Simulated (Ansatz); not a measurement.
# CH₇BGeO₂: how energies converge with the basis set

How large a basis does CH₇BGeO₂ need? Two functionals are run in growing sets.

Program: Ansatz 0.2.0, Gaussian basis. Level of theory: one geometry, several basis sets. These are calculated values, not measurements.

The runs, in order: PBE0-D4/def2-SVP; ωB97M-V/def2-SVP; PBE0-D4/def2-QZVPP; ωB97M-V/def2-QZVPP; the functionals' def2-TZVPP values are taken from earlier runs.

### Step 1. Structure used throughout

An earlier PBE0-D4 in a triple-zeta def2 set relaxation fixed the geometry.

SMILES `[CH3][GeH2][B](O)O`, 12 atoms, charge 0, spin multiplicity 1.

Atoms are counted from 1 here; the program's logs count them from 0.

Bond lengths: C1–Ge2 1.964 Å, C1–H6 1.090 Å, C1–H7 1.091 Å, C1–H8 1.091 Å, Ge2–B3 2.093 Å, Ge2–H9 1.547 Å, Ge2–H10 1.546 Å, B3–O4 1.360 Å, B3–O5 1.360 Å, O4–H11 0.958 Å, O5–H12 0.958 Å. Angles: Ge2–C1–H6 110.3°, Ge2–C1–H7 110.3°, Ge2–C1–H8 110.4°, H6–C1–H7 108.7°, H6–C1–H8 108.7°, H7–C1–H8 108.4°, C1–Ge2–B3 112.0°, C1–Ge2–H9 108.2°, C1–Ge2–H10 108.2°, B3–Ge2–H9 110.5°, B3–Ge2–H10 110.8°, H9–Ge2–H10 106.9°, Ge2–B3–O4 122.4°, Ge2–B3–O5 122.6°, O4–B3–O5 115.0°, B3–O4–H11 113.6°, B3–O5–H12 113.7°.

### Step 2. PBE0-D4 in def2-SVP

Contents of in.yaml:

```yaml
crystal:
  periodic: [false, false, false]
  atoms:
    - {symbol: C, position_ang: [-1.224419, 1.398286, -0.134736]}
    - {symbol: Ge, position_ang: [0.359761, 0.506917, 0.608897]}
    - {symbol: B, position_ang: [0.696994, -1.360199, -0.273633]}
    - {symbol: O, position_ang: [0.199755, -2.513220, 0.248026]}
    - {symbol: O, position_ang: [1.406000, -1.509823, -1.424307]}
    - {symbol: H, position_ang: [-1.375571, 2.365416, 0.345342]}
    - {symbol: H, position_ang: [-2.113340, 0.786450, 0.024121]}
    - {symbol: H, position_ang: [-1.102610, 1.556311, -1.207171]}
    - {symbol: H, position_ang: [0.158649, 0.356861, 2.134982]}
    - {symbol: H, position_ang: [1.577240, 1.437891, 0.404327]}
    - {symbol: H, position_ang: [-0.275167, -2.389077, 1.070524]}
    - {symbol: H, position_ang: [1.769709, -0.690912, -1.762474]}
basis:
  gaussian: {orbitals: def2-SVP}
hamiltonian: {xc: pbe0, dispersion: d4}
output: {orbitals: {seedname: orbitals}}
```

Started as:

```sh
ansatz run in.yaml --threads 4 --pin off --events-out ev --progress --plain --max-ram 10444MiB
```

Further steps of the session: ωB97M-V in def2-SVP; PBE0-D4 in def2-QZVPP; ωB97M-V in def2-QZVPP.

Before running them: what should the planned runs give, taken together? Wanted: PBE0-D4: double and triple zeta above quadruple; ωB97M-V: double and triple zeta above quadruple.

**Answer**, as computed:

```
                                       quantity           value
PBE0-D4: double and triple zeta above quadruple  15.68, 1.56 eV
ωB97M-V: double and triple zeta above quadruple  15.85, 1.52 eV
```

**Reading.** For PBE0-D4 the step from double to triple zeta gains 14.12 eV and the next only 1.56 eV. These are total energies; as a rule much of such shifts cancels in differences, which this series doesn't test. The LUMO of ωB97M-V is positive and keeps falling with the basis (1.97 to 1.13 eV): an unbound level that the basis holds in place.
